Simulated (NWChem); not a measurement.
# SnSe (SMILES [Se][Sn]): HF/STO-3G

Aim: a single-point energy of SnSe. 

The calculation is run with NWChem 7.3.0.

20 further runs of the same task are left out: 1 that didn't finish, 19 set aside as unsound or not needed. Runs told in other sessions of the task aren't counted.

### 1 The structure to begin with

SnSe: 2 atoms, total charge 0, spin state singlet. SMILES: `[Se][Sn]`. The Se1–Sn2 distance was set to 2.674 Å, away from the relaxed value.

Bond lengths: Se1–Sn2 2.674 Å.

### 2 A single-point energy at HF/STO-3G

File sesn.nw:

```
start sesn
title "SeSn hf"
memory stack 880 mb heap 220 mb global 1100 mb

geometry units angstrom noautosym nocenter noautoz
   Se    0.000000    0.000000   -0.342290
   Sn    0.000000    0.000000    2.331810
end

basis spherical bse
   * library STO-3G
end

scf
   thresh 1e-08
   maxiter 80
end

task scf energy
```

On the command line:

```sh
nwchem sesn.nw > sesn.out
```

Output:

```text
[...]
  functions       =    45
[...]
  wavefunction    = RHF
[...]
         Total SCF energy =  -8336.804950216012
      One-electron energy = -12250.800613838532
      Two-electron energy =   3577.582917913875
 Nuclear repulsion energy =    336.412745708645
        Time for solution =      5.0s
[...]
```

It took 6 s on 1 thread of Intel Xeon Platinum 8559C (Emerald Rapids), shared host; peak memory 0.11 GiB.

### 3 Summary of results

At HF/STO-3G:

| quantity | value |
| --- | --- |
| total energy | -8336.80495 Eh |
| dipole moment | 5.14 D |
| HOMO energy | -4.50 eV |
| LUMO energy | 3.55 eV |
| HOMO–LUMO gap | 8.05 eV |

What this shows: Relativity is left out although the molecule holds a heavy atom.
